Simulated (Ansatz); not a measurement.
# CH4F2O2Si: one species, many methods

One table from this session's results is given with a row withheld; the runs are named, their logs left out.

The runs use Ansatz 0.2.0, Gaussian basis; functionals in def2-TZVPP, the program's frozen cores in correlated methods.

Plan: PBE-D4, r2SCAN-D4, PBE0-D4, B3LYP-D4, ωB97X-V, ωB97M-V, B2PLYP; CCSD(T)/def2-TZVPP; MP2/def2-QZVPP; extrapolation to the limit.

## The relaxed structure

The geometry comes from an earlier relaxation with PBE0-D4 in a triple-zeta def2 set; it is a stationary point, not always the lowest conformer.

SMILES `O[Si](O)(F)CF`, 10 atoms, charge 0, spin multiplicity 1.

Atoms are counted from 1 here; the program's logs count them from 0.

Bond lengths: O1–Si2 1.620 Å, O1–H7 0.958 Å, Si2–O3 1.627 Å, Si2–F4 1.593 Å, Si2–C5 1.871 Å, O3–H8 0.958 Å, C5–F6 1.395 Å, C5–H9 1.094 Å, C5–H10 1.094 Å. Angles: Si2–O1–H7 119.4°, O1–Si2–O3 109.1°, O1–Si2–F4 111.5°, O1–Si2–C5 106.7°, O3–Si2–F4 108.1°, O3–Si2–C5 113.7°, F4–Si2–C5 107.7°, Si2–O3–H8 118.5°, Si2–C5–F6 109.0°, Si2–C5–H9 112.1°, Si2–C5–H10 111.2°, F6–C5–H9 108.3°, F6–C5–H10 108.3°, H9–C5–H10 107.9°.

Geometry (Å):

| atom | x (Å) | y (Å) | z (Å) |
| --- | --- | --- | --- |
| O1 | 1.2105 | -0.1865 | -1.4059 |
| Si2 | 0.1946 | -0.4760 | -0.1779 |
| O3 | 1.0547 | -0.8895 | 1.1397 |
| F4 | -0.8021 | -1.6731 | -0.5136 |
| C5 | -0.8302 | 1.0726 | 0.0489 |
| F6 | -1.6684 | 0.9056 | 1.1516 |
| H7 | 1.9759 | -0.7504 | -1.5253 |
| H8 | 0.5936 | -1.2841 | 1.8815 |
| H9 | -1.4515 | 1.2861 | -0.8265 |
| H10 | -0.1939 | 1.9442 | 0.2304 |

Set-up of the first run:

Input file in.yaml:

```yaml
crystal:
  periodic: [false, false, false]
  atoms:
    - {symbol: O, position_ang: [1.210532, -0.186530, -1.405908]}
    - {symbol: Si, position_ang: [0.194550, -0.476040, -0.177915]}
    - {symbol: O, position_ang: [1.054651, -0.889485, 1.139749]}
    - {symbol: F, position_ang: [-0.802112, -1.673066, -0.513628]}
    - {symbol: C, position_ang: [-0.830217, 1.072570, 0.048880]}
    - {symbol: F, position_ang: [-1.668447, 0.905628, 1.151604]}
    - {symbol: H, position_ang: [1.975921, -0.750408, -1.525289]}
    - {symbol: H, position_ang: [0.593616, -1.284057, 1.881494]}
    - {symbol: H, position_ang: [-1.451482, 1.286051, -0.826467]}
    - {symbol: H, position_ang: [-0.193913, 1.944236, 0.230380]}
basis:
  gaussian: {orbitals: def2-TZVPP}
hamiltonian: {xc: pbe, dispersion: d4}
output: {forces: true, orbitals: {seedname: orbitals}}
```

Started as:

```
$ ansatz run in.yaml --threads 4 --pin off --events-out ev --progress --plain --max-ram 10444MiB
```

Among the steps run: PBE-D4 (GGA); r2SCAN-D4 (meta-GGA); PBE0-D4 (hybrid); B3LYP-D4 (hybrid); ωB97X-V (range-separated); ωB97M-V (range-separated); B2PLYP (double hybrid); CCSD(T) in def2-TZVPP; MP2 in def2-QZVPP.

One of the session's tables, all rows but one given; the rest of the session is left out.

```
            method  atomisation energy (kJ/mol)
            PBE-D4                            ?
         r2SCAN-D4                       4092.7
           PBE0-D4                       4047.9
          B3LYP-D4                       4059.3
           ωB97X-V                       4090.8
           ωB97M-V                       4098.1
            B2PLYP                       4040.1
     HF/def2-TZVPP                       2916.9
    MP2/def2-TZVPP                       4116.5
   CCSD/def2-TZVPP                       3916.2
CCSD(T)/def2-TZVPP                       3980.7
           MP2/CBS                       4244.1
       CCSD(T)/CBS                       4108.3
```

Estimate the missing values for PBE-D4.

As computed: atomisation energy (kJ/mol): 4156.8. In the column «atomisation energy (kJ/mol)» it lies between MP2/def2-TZVPP (4116.5) and MP2/CBS (4244.1).

Limits of these values: Free atoms (2 O, 1 Si, 2 F, 1 C, 4 H) were run apart at each level; the atomisation energy is their sum less the molecule, without zero-point or spin-orbit terms.
